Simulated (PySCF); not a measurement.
# C4H12Cl2Si2: NMR shifts at several levels of theory, part 2 of 2

PySCF 2.14.0. Atoms count from 0. The steps go on from the part before.

## Step 8: Shielding tensors: PBE0/6-311+G(2d,p)

The job: settings as JSON, then the geometry in Å.

```
{"job": {"kind": "nmr", "xc": "PBE0", "basis": "6-311+G(2d,p)", "pop": true}, "charge": 0, "multiplicity": 1}
C     -1.000484     1.619413     0.900243
Si    -0.739968    -0.023385     0.017548
C     -1.848171    -0.163577    -1.494468
C     -0.987515    -1.482629     1.180572
Si     1.445997    -0.057394    -0.810529
C      2.883005     0.104455     0.366981
Cl     1.569367     1.506243    -2.192268
Cl     1.698768    -1.841591    -1.865163
H     -0.358016     1.707073     1.790329
H     -2.047583     1.725718     1.227270
H     -0.766395     2.457893     0.225970
H     -1.652028     0.667320    -2.189584
H     -2.913448    -0.138904    -1.214156
H     -1.651145    -1.104742    -2.030579
H     -2.033452    -1.527845     1.525527
H     -0.341398    -1.409375     2.069076
H     -0.757174    -2.428533     0.666245
H      2.870280    -0.723728     1.092508
H      3.836463     0.074093    -0.181847
H      2.821929     1.058135     0.913443
```

Level: GIAO PBE0/6-311+G(2d,p) NMR shielding, non-relativistic, gas phase.

What it wrote:

```text
coarse grid: 18280 points
cycle   1  E = -1658.4309468769  dE =  3.019e-01  |g| = 6.519e-01  |ddm| = 3.808e+00
cycle   2  E = -1658.4036803600  dE =  2.727e-02  |g| = 7.187e-01  |ddm| = 1.249e+00
cycle   3  E = -1658.5318229672  dE = -1.281e-01  |g| = 6.390e-02  |ddm| = 6.874e-01
cycle   4  E = -1658.5326533890  dE = -8.304e-04  |g| = 3.568e-02  |ddm| = 1.415e-01
cycle   5  E = -1658.5330187558  dE = -3.654e-04  |g| = 6.527e-03  |ddm| = 5.443e-02
cycle   6  E = -1658.5330290888  dE = -1.033e-05  |g| = 1.661e-03  |ddm| = 1.039e-02
cycle   7  E = -1658.5330297103  dE = -6.215e-07  |g| = 3.283e-04  |ddm| = 2.592e-03
final grid: 156640 points
cycle   8  E = -1658.5479565754  dE = -6.677e-05  |g| = 8.663e-03  |ddm| = 7.728e-02
cycle   9  E = -1658.5479510032  dE =  5.572e-06  |g| = 9.914e-03  |ddm| = 1.415e-02
cycle  10  E = -1658.5479751625  dE = -2.416e-05  |g| = 4.462e-04  |ddm| = 7.114e-03
cycle  11  E = -1658.5479752059  dE = -4.342e-08  |g| = 1.733e-04  |ddm| = 9.208e-04
cycle  12  E = -1658.5479752135  dE = -7.557e-09  |g| = 4.145e-05  |ddm| = 3.033e-04
cycle  13  E = -1658.5479752139  dE = -4.102e-10  |g| = 9.626e-06  |ddm| = 6.305e-05
converged SCF energy = -1658.5479752139

GIAO shielding tensors (ppm)
atom      isotropic    diamagn.    paramagn.     s11        s22        s33       span
  0 C      189.603     250.069     -60.466    186.476    189.490    192.844      6.368
  1 Si     358.922     884.319    -525.397    331.621    371.274    373.870     42.248
  2 C      190.138     249.681     -59.544    188.527    189.332    192.554      4.027
  3 C      189.696     249.746     -60.050    186.461    189.681    192.945      6.484
  4 Si     293.469     879.831    -586.362    281.923    286.593    311.890     29.967
  5 C      178.162     251.804     -73.642    166.943    177.238    190.305     23.362
  6 Cl     868.221    1148.804    -280.583    732.366    895.142    977.155    244.789
  7 Cl     869.299    1148.745    -279.446    733.691    896.190    978.017    244.327
  8 H       31.476      31.795      -0.320     27.350     29.314     37.763     10.414
  9 H       31.318      31.197       0.120     27.089     28.499     38.364     11.275
 10 H       31.113      31.560      -0.447     26.409     30.227     36.703     10.293
 11 H       31.035      31.230      -0.195     26.274     30.161     36.669     10.395
 12 H       31.427      30.752       0.674     27.212     28.420     38.648     11.436
 13 H       31.086      31.157      -0.071     26.467     29.984     36.808     10.341
 14 H       31.314      31.093       0.220     27.082     28.537     38.322     11.240
 15 H       31.464      31.658      -0.194     27.310     29.301     37.781     10.470
 16 H       31.132      31.374      -0.241     26.496     30.062     36.839     10.343
 17 H       30.951      31.400      -0.449     27.204     28.938     36.711      9.507
 18 H       30.540      29.691       0.850     26.882     28.405     36.333      9.451
 19 H       30.952      31.424      -0.471     27.131     29.007     36.719      9.588
```

Wall time 82 s (1 thread, shared host).

In short: δ C5 8.3, C0 -3.4, Si4 51.0, Si1 -14.5, H17 0.70, H8 0.25 ppm (means over like atoms).

## Step 9: Run by run: NMR shifts

Shifts (ppm), means over like atoms, with basis size and wall time:

```tsv
run	C5	C0	H17	H8	Si4	Si1	Cl6	functions	time
LDA/pcSseg-1	9.4	-4.1	0.72	0.21	69.7	-12.9	115	224	39 s
B3LYP/pcSseg-1	8.2	-3.9	0.66	0.19	61.4	-12.3	58	224	43 s
PBE0/STO-3G	3.7	0.1	0.75	0.31	58.1	-10.9	-119	68	8.9 s
PBE0/6-31G	7.7	-3.7	0.59	0.19	109.8	-3.2	-1	112	18 s
PBE0/6-31G*	7.5	-3.5	0.49	0.15	80.9	-7.9	22	152	26 s
PBE0/6-311+G(2d,p)	8.3	-3.4	0.70	0.25	51.0	-14.5	79	320	82 s
measured	–	–	–	–	34.3	-13.9	–	–	–
```

Measured: solution; U. Herzog, Habilitationsschrift, TU Bergakademie Freiberg, 2002/2003.

## Step 10: Outcome

What follows sums up all 2 parts.

```
                                                               quantity                                            value
                                   rotational constants (main isotopes)                             1.09, 0.75, 0.65 GHz
 ¹³C shifts against TMS (LDA/pcSseg-1, means over atoms taken as alike)                                    9.4, -4.1 ppm
  ¹H shifts against TMS (LDA/pcSseg-1, means over atoms taken as alike)                                   0.72, 0.21 ppm
                                 ²⁹Si shifts against TMS (LDA/pcSseg-1)                                  69.7, -12.9 ppm
³⁵Cl shifts against HCl (LDA/pcSseg-1, means over atoms taken as alike)                                          115 ppm
                               measured, and computed on the same scale         Si4 δ 34.3, 69.7; Si1 δ -13.9, -12.9 ppm
                                              range of the shift of Cl6                                  -119 to 115 ppm
                                          property runs in this session  6, of which 0 failed and 1 gave unsound results
```

Single values in the summary come from the first run of each kind that ended normally (LDA/pcSseg-1), which need not be the best level. Over 16 steps the energy fell by 0.183 eV; of the close pairs, Si4–C5 changed most, 1.908 to 1.865 Å. At LDA/pcSseg-1: The widest tensor belongs to Cl6, Cl7: span 251 ppm, with a paramagnetic part of -320 ppm. 2 measured ²⁹Si shifts can be compared: mean absolute error 18.2 ppm, mean signed error +18.2 ppm. Vibration, temperature and solvent are missing from the calculation, and it holds one conformer, so part of the miss against the measured shifts is not the functional's. In ppm, Cl6 (with its like atoms) moves most: its shift spreads over 234 ppm, from -119 (PBE0/STO-3G) to 115 (LDA/pcSseg-1). A minimal basis is unusable for shieldings, so that end is no result. For the 2 measured ²⁹Si shifts, PBE0/6-311+G(2d,p) misses least (8.6 ppm, 82 s) and PBE0/6-31G most (43.1 ppm, 18 s); the quickest, PBE0/STO-3G, misses by 13.4 ppm in 8.9 s. One molecule ranks no method: errors cancel, and vibration and temperature are missing from all runs.
